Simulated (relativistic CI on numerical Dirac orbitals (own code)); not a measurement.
**Ru⁺ (4d7) in crystal fields: levels and magnetism**

How does a crystal field split the 4d7 shell of Ru⁺, and what follows for the ground state and χT? 6 fields tried.

Program: relativistic CI on numerical Dirac orbitals (own code) version 1. Level of theory: Dirac-Coulomb-Breit CI, KLI orbitals optimised for each configuration, model QED (radiative potential, 1s self-energy scaled to tabulated hydrogen-like ionisation energies), one configuration in a parametric crystal field. These are calculated values, not measurements, unless marked.

## (1) The atom as given

| Item | Value |
| --- | --- |
| ion | Ru⁺ (Ru II) |
| nuclear charge | 44 |
| electrons | 43 |
| open shell | 4d7 |
| Slater scale | 1 |
| field 1 (cm⁻¹) | Oh, 10Dq = 7250 |
| field 2 (cm⁻¹) | D4h, 10Dq = 6250, Ds = 1120, Dt = -510 |
| field 3 (cm⁻¹) | D4h, 10Dq = 19500, Ds = 400, Dt = -360 |
| field 4 (cm⁻¹) | D4h, 10Dq = 16750, Ds = 930, Dt = 1070 |
| field 5 (cm⁻¹) | Oh, 10Dq = 7450 |
| field 6 (cm⁻¹) | Td, 10Dq = -6100 |

The outer shells:

[Kr] 4d7
```
[Kr] core
4d [↑↓][↑↓][↑ ][↑ ][↑ ]
```

## (2) Field 1: Oh, 10Dq = 7250

Settings of the run:

```ini
atom Ru  Z=44  charge=1  electrons=43
nucleus A=102  rms_radius_fm=4.4809
hamiltonian dirac-coulomb  breit=on  qed=on  c_scale=1
orbitals kli  potential=per-configuration
slater_scale 1
correlation none
mixing on
configurations
  [Kr] 4d7
end
crystal_field Oh 10Dq=7250
```

From the run's result record (rounded, not every field):

```text
{
  "status": "converged",
  "cf_levels [E_cm, degeneracy, irrep, S_eff, L_eff, J_eff, g_principal]": [
    [0, 2, "G6", 1.496, 2.972, 4.338, [4.572, 4.572, 4.572]],
    [528.8, 4, "G8", 1.493, 2.97, 3.998, "-"],
    [1372, 4, "G8", 1.484, 2.968, 3.314, "-"],
    [1707.2, 2, "G7", 1.499, 2.954, 2.954, [0.698, 0.698, 0.698]],
    [7214.9, 2, "G6", 1.495, 3.008, 3.632, [2.606, 2.606, 2.606]],
    [7261.5, 4, "G8", 1.476, 3.022, 3.541, "-"],
    [7386.4, 4, "G8", 1.489, 3.004, 3.243, "-"],
    [7764, 2, "G7", 1.491, 3.004, 3.106, [2.624, 2.624, 2.624]],
    [8803.5, 4, "G8", 0.5449, 3.952, 4.115, "-"],
    [14033.3, 4, "G8", 0.596, 4.228, 4.489, "-"],
    [14702.7, 4, "G8", 1.352, 3.28, 3.374, "-"],
    [15016.9, 2, "G6", 0.5113, 4.426, 4.632, "-"],
    [15095.8, 4, "G8", 0.6967, 3.688, 3.768, "-"],
    [15280.6, 2, "G7", 0.5423, 3.764, 3.604, "-"],
    [17079, 4, "G8", 1.053, 1.996, 2.335, "-"],
    [17886.1, 2, "G7", 1.472, 1.28, 2.548, "-"],
    [17904.8, 4, "G8", 1.49, 1.17, 2.529, "-"],
    [18139.1, 2, "G6", 1.06, 2.126, 1.86, "-"],
    "... 21 more rows left out ..."
  ],
  "chiT [K, cm3 K/mol]": [[2, 1.97452], [5, 1.99579], [10, 2.03125], [20, 2.10216], [50, 2.31489], [100, 2.66756], [200, 3.26283], [300, 3.59796]],
  "stabilisation [cm-1]": -4568.39,
  "radial 4d7 [Ha, bohr]": {"<r^-3>(4d)": 5.3736, "<r^1>(4d)": 1.6297, "<r^2>(4d)": 3.2292, "<r^4>(4d)": 21.186, "F2(4d,4d)": 0.27472, "F4(4d,4d)": 0.17751, "zeta(4d)": 0.004062},
  "n_levels_all": 39,
  "free-ion levels [i, E_cm, J2, term, w_term]": [
    [0, 0, 9, "4F", 0.9888],
    [1, 1407.8101, 7, "4F", 0.997],
    [2, 2366.3948, 5, "4F", 0.9938],
    [3, 2993.7785, 3, "4F", 0.9879],
    [4, 12753.912, 5, "4P", 0.9863],
    [5, 12871.084, 3, "4P", 0.8565],
    [6, 13118.183, 9, "2G", 0.9194],
    [7, 13723.702, 1, "4P", 0.9469],
    [8, 14514.381, 7, "2G", 0.994],
    [9, 17179.403, 3, "2P", 0.6302],
    [10, 17387.279, 11, "2H", 1],
    [11, 18703.259, 1, "2P", 0.9469],
    [12, 18715.027, 9, "2H", 0.9301],
    [13, 18979.75, 5, "2D", 0.9809],
    [14, 21374.161, 3, "2D", 0.7438],
    [15, 29272.951, 5, "2F", 0.9918],
    [16, 29940.726, 7, "2F", 0.9964],
    [17, 45659.928, 3, "2D", 0.9995],
    "... 1 more rows left out ..."
  ]
}
```

It took 0.21 s on 1 thread, shared host.

## (3) Field 2: D4h, 10Dq = 6250, Ds = 1120, Dt = -510

Changes to the settings of step 2:

```diff
@@ -10,2 +10,2 @@
 end
-crystal_field Oh 10Dq=7250
+crystal_field D4h 10Dq=6250 Ds=1120 Dt=-510
```

Main fields:

```text
{
  "status": "converged",
  "cf_levels [E_cm, degeneracy, irrep, S_eff, L_eff, J_eff, g_principal]": [
    [0, 2, "G6", 1.491, 2.897, 3.74, [1.985, 4.786, 4.786]],
    [208.5, 2, "G7", 1.498, 2.891, 3.576, [0.012, 0.012, 5.959]],
    [4626.6, 2, "G6", 1.475, 3.01, 4.101, [0.155, 0.155, 9.643]],
    [5156.3, 2, "G6", 1.486, 2.994, 3.665, [0.532, 0.532, 4.91]],
    [5346, 2, "G7", 1.462, 3.014, 3.481, [2.016, 3.531, 3.531]],
    [5703.3, 2, "G7", 1.492, 2.986, 3.262, [2.805, 3.108, 3.108]],
    [8845.8, 2, "G6", 0.5765, 3.99, 4.11, [1.82, 2.431, 2.431]],
    [10202.1, 2, "G6", 1.478, 3.035, 3.584, [2.142, 3.562, 3.562]],
    [10235.4, 2, "G7", 1.256, 3.278, 3.627, "-"],
    [10314.7, 2, "G6", 1.488, 2.992, 3.415, "-"],
    [10481, 2, "G7", 0.9393, 3.589, 3.843, "-"],
    [10719.8, 2, "G7", 1.454, 3.045, 3.071, "-"],
    [13399.8, 2, "G6", 0.5508, 4.474, 4.629, "-"],
    [14600.5, 2, "G6", 1.438, 3.075, 3.657, "-"],
    "... 31 more rows left out ..."
  ],
  "chiT [K, cm3 K/mol]": [[2, 1.57048], [5, 1.59286], [10, 1.63016], [20, 1.70477], [50, 1.9257], [100, 2.21215], [200, 2.44082], [300, 2.51174]],
  "stabilisation [cm-1]": -8721.9,
  "n_levels_all": 60
}
```

Run time: 0.19 s. Hardware: 1 thread, shared host.

## (4) Field 3: D4h, 10Dq = 19500, Ds = 400, Dt = -360

Changes to the settings of step 3:

```diff
@@ -10,2 +10,2 @@
 end
-crystal_field D4h 10Dq=6250 Ds=1120 Dt=-510
+crystal_field D4h 10Dq=19500 Ds=400 Dt=-360
```

Main fields:

```text
{
  "status": "converged",
  "cf_levels [E_cm, degeneracy, irrep, S_eff, L_eff, J_eff, g_principal]": [
    [0, 2, "G7", 0.5319, 3.855, 3.971, [2.102, 2.102, 2.363]],
    [163.3, 2, "G6", 0.5643, 3.847, 3.965, [2.032, 2.288, 2.288]],
    [4765.2, 2, "G6", 1.478, 2.905, 3.813, [2.058, 4.747, 4.747]],
    [4765.6, 2, "G7", 1.498, 2.859, 3.531, [0.02, 0.02, 5.882]],
    [7200.3, 2, "G6", 1.492, 2.901, 3.849, [2.057, 2.057, 7.122]],
    [7678.5, 2, "G6", 1.491, 2.894, 3.392, [1.471, 1.471, 3.007]],
    [7987.1, 2, "G7", 1.496, 2.88, 3.145, [0.408, 0.664, 0.664]],
    [8378.2, 2, "G7", 1.486, 2.9, 3.016, [0.825, 0.825, 3.703]],
    [17773.9, 2, "G6", 0.5114, 4.546, 4.654, "-"],
    [18120.1, 2, "G7", 0.5343, 3.715, 3.849, "-"],
    [20599.1, 2, "G7", 0.5135, 4.488, 4.534, "-"],
    [20782.2, 2, "G6", 0.524, 4.164, 4.408, "-"],
    [21233, 2, "G6", 0.5498, 4.039, 4.129, "-"],
    [21502.4, 2, "G7", 0.5437, 3.728, 3.724, "-"],
    "... 31 more rows left out ..."
  ],
  "chiT [K, cm3 K/mol]": [[2, 0.451344], [5, 0.45186], [10, 0.452719], [20, 0.454438], [50, 0.459643], [100, 0.46868], [200, 0.48679], [300, 0.504551]],
  "stabilisation [cm-1]": -21035.5,
  "n_levels_all": 60
}
```

It took 0.19 s on 1 thread, shared host.

## (5) Field 4: D4h, 10Dq = 16750, Ds = 930, Dt = 1070

Changes to the settings of step 4:

```diff
@@ -10,2 +10,2 @@
 end
-crystal_field D4h 10Dq=19500 Ds=400 Dt=-360
+crystal_field D4h 10Dq=16750 Ds=930 Dt=1070
```

Main fields:

```text
{
  "status": "converged",
  "cf_levels [E_cm, degeneracy, irrep, S_eff, L_eff, J_eff, g_principal]": [
    [0, 2, "G6", 1.436, 3.018, 4.022, [2.592, 2.592, 6.815]],
    [437.1, 2, "G6", 1.496, 2.954, 3.882, [1.754, 1.754, 2.675]],
    [593.3, 2, "G7", 1.492, 2.962, 3.839, [0.447, 3.841, 3.841]],
    [1108.5, 2, "G7", 1.494, 2.955, 3.254, [2.974, 2.974, 3.531]],
    [1456.7, 2, "G6", 0.8451, 3.642, 4.021, [2.115, 2.954, 2.954]],
    [3603.9, 2, "G7", 1.497, 2.926, 3.335, [0.187, 0.187, 5.605]],
    [4164, 2, "G6", 1.351, 3.149, 3.469, [1.934, 3.387, 3.387]],
    [4783.8, 2, "G6", 1.474, 3.019, 3.395, [0.035, 0.035, 6.25]],
    [5047.7, 2, "G7", 1.482, 3.004, 3.03, "-"],
    [8055.3, 2, "G7", 0.5911, 3.787, 4.016, "-"],
    [9098.3, 2, "G6", 0.6265, 3.831, 3.775, "-"],
    [10473.4, 2, "G7", 0.5218, 4.025, 4.152, "-"],
    [12353.4, 2, "G6", 1.472, 2.792, 3.277, "-"],
    [12413.9, 2, "G7", 1.47, 2.714, 3.252, "-"],
    "... 31 more rows left out ..."
  ],
  "chiT [K, cm3 K/mol]": [[2, 1.88097], [5, 1.89416], [10, 1.91615], [20, 1.96013], [50, 2.09206], [100, 2.30942], [200, 2.67014], [300, 2.88522]],
  "stabilisation [cm-1]": -7611.89,
  "n_levels_all": 60
}
```

It took 0.19 s on 1 thread, shared host.

## (6) Field 5: Oh, 10Dq = 7450

Changes to the settings of step 5:

```diff
@@ -10,2 +10,2 @@
 end
-crystal_field D4h 10Dq=16750 Ds=930 Dt=1070
+crystal_field Oh 10Dq=7450
```

Main fields:

```text
{
  "status": "converged",
  "cf_levels [E_cm, degeneracy, irrep, S_eff, L_eff, J_eff, g_principal]": [
    [0, 2, "G6", 1.496, 2.97, 4.335, [4.564, 4.564, 4.564]],
    [529.2, 4, "G8", 1.493, 2.968, 3.992, "-"],
    [1369.8, 4, "G8", 1.483, 2.967, 3.303, "-"],
    [1704.1, 2, "G7", 1.499, 2.952, 2.952, [0.711, 0.711, 0.711]],
    [7393.1, 2, "G6", 1.494, 3.009, 3.633, [2.6, 2.6, 2.6]],
    [7435.5, 4, "G8", 1.472, 3.027, 3.542, "-"],
    [7558.4, 4, "G8", 1.489, 3.006, 3.254, "-"],
    [7940.9, 2, "G7", 1.49, 3.004, 3.109, [2.634, 2.634, 2.634]],
    [8621, 4, "G8", 0.553, 3.944, 4.11, "-"],
    [14047.4, 4, "G8", 0.5585, 4.267, 4.535, "-"],
    [14944.8, 4, "G8", 0.9601, 3.681, 3.607, "-"],
    [15008.7, 2, "G6", 0.5116, 4.431, 4.638, "-"],
    [15214.8, 4, "G8", 1.176, 3.243, 3.498, "-"],
    [15281.7, 2, "G7", 0.5408, 3.764, 3.608, "-"],
    "... 25 more rows left out ..."
  ],
  "chiT [K, cm3 K/mol]": [[2, 1.96781], [5, 1.98898], [10, 2.02428], [20, 2.09488], [50, 2.30666], [100, 2.65777], [200, 3.25045], [300, 3.58389]],
  "stabilisation [cm-1]": -4708.54,
  "n_levels_all": 39
}
```

Wall time 0.21 s (1 thread, shared host).

## (7) Field 6: Td, 10Dq = -6100

Changes to the settings of step 6:

```diff
@@ -10,2 +10,2 @@
 end
-crystal_field Oh 10Dq=7450
+crystal_field Td 10Dq=-6100
```

Main fields:

```text
{
  "status": "converged",
  "cf_levels [E_cm, degeneracy, irrep, S_eff, L_eff, J_eff, g_principal]": [
    [0, 4, "G8", 1.496, 3.003, 3.818, "-"],
    [5702.6, 4, "G8", 1.485, 3.015, 4.085, "-"],
    [6014.6, 2, "G6", 1.493, 3.009, 3.817, [1.502, 1.502, 1.502]],
    [6448.3, 4, "G8", 1.494, 3, 3.294, "-"],
    [6651.8, 2, "G7", 1.498, 3, 3.258, [3.386, 3.386, 3.386]],
    [9485.7, 2, "G6", 1.48, 2.96, 4.109, [3.391, 3.391, 3.391]],
    [10214.5, 4, "G8", 1.483, 2.927, 3.455, "-"],
    [11035.6, 2, "G7", 1.487, 2.864, 2.772, [1.514, 1.514, 1.514]],
    [11261.4, 4, "G8", 1.49, 2.871, 2.38, "-"],
    [14446.6, 4, "G8", 0.532, 4.024, 4.375, "-"],
    [14863.5, 2, "G6", 0.536, 4.117, 4.168, "-"],
    [15538.5, 4, "G8", 0.5466, 3.835, 3.811, "-"],
    [18925.9, 4, "G8", 0.627, 3.494, 3.885, "-"],
    [19012.9, 2, "G6", 0.5727, 3.889, 3.782, "-"],
    "... 25 more rows left out ..."
  ],
  "chiT [K, cm3 K/mol]": [[2, 2.57704], [5, 2.57804], [10, 2.57971], [20, 2.58306], [50, 2.59308], [100, 2.60979], [200, 2.64321], [300, 2.67663]],
  "stabilisation [cm-1]": -6154.32,
  "n_levels_all": 39
}
```

Wall time 0.21 s (1 thread, shared host).

## (8) The fields side by side

| field | ground state | degeneracy | S | J | first gap (cm⁻¹) | stabilisation (cm⁻¹) | χT at 2 K | χT at 300 K |
| --- | --- | --- | --- | --- | --- | --- | --- | --- |
| 1: Oh | G6 | 2 | 1.50 | 4.34 | 529 | -4568 | 1.975 | 3.598 |
| 2: D4h | G6 | 2 | 1.49 | 3.74 | 208 | -8722 | 1.570 | 2.512 |
| 3: D4h | G7 | 2 | 0.53 | 3.97 | 163 | -21035 | 0.451 | 0.505 |
| 4: D4h | G6 | 2 | 1.44 | 4.02 | 437 | -7612 | 1.881 | 2.885 |
| 5: Oh | G6 | 2 | 1.50 | 4.33 | 529 | -4709 | 1.968 | 3.584 |
| 6: Td | G8 | 4 | 1.50 | 3.82 | 5703 | -6154 | 2.577 | 2.677 |

χT is in cm³ K/mol; stabilisation counts from the free ion's lowest level; S and J come from the expectation values of their squares.

## (9) What came out

| quantity | value |
| --- | --- |
| ground spin (effective S from ⟨S²⟩) | 1: 1.50, 2: 1.49, 3: 0.53, 4: 1.44, 5: 1.50, 6: 1.50 |
| χT at 300 K | 0.50 to 3.60 cm³ K/mol |
| most axial ground doublet | field 4, g = 2.59, 2.59, 6.82 |

What this shows: The ground spin ranges from 0.53 to 1.50 over these fields. The field is a set of parameters, without covalency or charge transfer.
